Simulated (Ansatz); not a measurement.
# BrFH2InN: a ladder of functionals and wavefunction methods

An exercise on one series of results from a longer session: the logs are not shown, and one member is left open.

Computed with Ansatz 0.2.0, Gaussian basis. Level: functionals in def2-TZVPP, the program's frozen cores in correlated methods.

The runs, in order: LDA (SPW92), PBE-D4, revPBE-D4, BLYP-D4, r2SCAN-D4, B97M-V, PBE0-D4, B3LYP-D4, r2SCANh-D4, r2SCAN0-D4, HSE06-D4, BHLYP-D4, CAM-B3LYP-D4, LC-ωPBE, ωB97X-V, ωB97M-V, B2PLYP, PBE-QIDH; CCSD(T)/def2-SVP; CCSD(T)/def2-TZVPP; MP2/def2-QZVPP; extrapolation to the limit; RPA on PBE.

## The geometry

All runs share one geometry, relaxed beforehand with PBE0-D4 in a triple-zeta def2 set. In takes the def2 core potential; no spin-orbit term is included.

SMILES `[NH2][In]([F])[Br]`, 6 atoms, charge 0, spin multiplicity 1.

Atoms are counted from 1 here; the program's logs count them from 0.

Bond lengths: N1–In2 2.000 Å, N1–H5 1.011 Å, N1–H6 1.010 Å, In2–F3 1.942 Å, In2–Br4 2.437 Å. Angles: In2–N1–H5 114.6°, In2–N1–H6 115.6°, H5–N1–H6 109.5°, N1–In2–F3 116.9°, N1–In2–Br4 127.8°, F3–In2–Br4 115.0°.

Set-up of the first run:

in.yaml

```yaml
crystal:
  periodic: [false, false, false]
  atoms:
    - {symbol: N, position_ang: [-0.003888, 1.242109, -0.097075]}
    - {symbol: In, position_ang: [0.152696, -0.750679, -0.021319]}
    - {symbol: F, position_ang: [1.472585, -1.481297, 1.201225]}
    - {symbol: Br, position_ang: [-0.939503, -2.388964, -1.456610]}
    - {symbol: H, position_ang: [0.248719, 1.717234, 0.758954]}
    - {symbol: H, position_ang: [-0.888609, 1.597698, -0.431574]}
basis:
  gaussian: {orbitals: def2-TZVPP}
hamiltonian: {xc: lda}
output: {orbitals: {seedname: orbitals}}
```

Command:

```
$ ansatz run in.yaml --threads 4 --pin off --events-out ev --progress --plain --max-ram 10444MiB
```

Among the steps run: LDA; PBE-D4 (GGA); revPBE-D4 (GGA); BLYP-D4 (GGA); r2SCAN-D4 (meta-GGA); B97M-V (meta-GGA); PBE0-D4 (hybrid); B3LYP-D4 (hybrid); r2SCANh-D4 (hybrid); r2SCAN0-D4 (hybrid); HSE06-D4 (hybrid); BHLYP-D4 (hybrid); CAM-B3LYP-D4 (range-separated); LC-ωPBE (range-separated); ωB97X-V (range-separated); ωB97M-V (range-separated); B2PLYP (double hybrid); PBE-QIDH (double hybrid).

One of the session's tables, all rows but one given; the rest of the session is left out.

It belongs to the step «Frontier levels by functional». 

```
  functional  HOMO (eV)  LUMO (eV)  gap (eV)
 LDA (SPW92)          ?          ?         ?
      PBE-D4      -6.75      -3.06      3.69
   revPBE-D4      -6.67      -2.93      3.74
     BLYP-D4      -6.63      -3.04      3.59
   r2SCAN-D4      -7.06      -2.84      4.22
      B97M-V      -7.08      -2.92      4.16
     PBE0-D4      -8.14      -2.19      5.95
    B3LYP-D4      -7.89      -2.52      5.37
  r2SCANh-D4      -7.58      -2.53      5.05
  r2SCAN0-D4      -8.36      -2.06      6.30
    HSE06-D4      -7.73      -2.56      5.17
    BHLYP-D4      -9.41      -1.37      8.05
CAM-B3LYP-D4      -9.55      -1.27      8.27
     LC-ωPBE     -10.94       0.05     10.99
     ωB97X-V     -10.55      -0.13     10.42
     ωB97M-V     -10.46      -0.30     10.15
```

**Question.** Estimate the row for LDA (SPW92).

**Answer.** HOMO (eV): -6.98; LUMO (eV): -3.39; gap (eV): 3.59. In the column «HOMO (eV)» it lies between r2SCAN-D4 (-7.06) and PBE-D4 (-6.75).
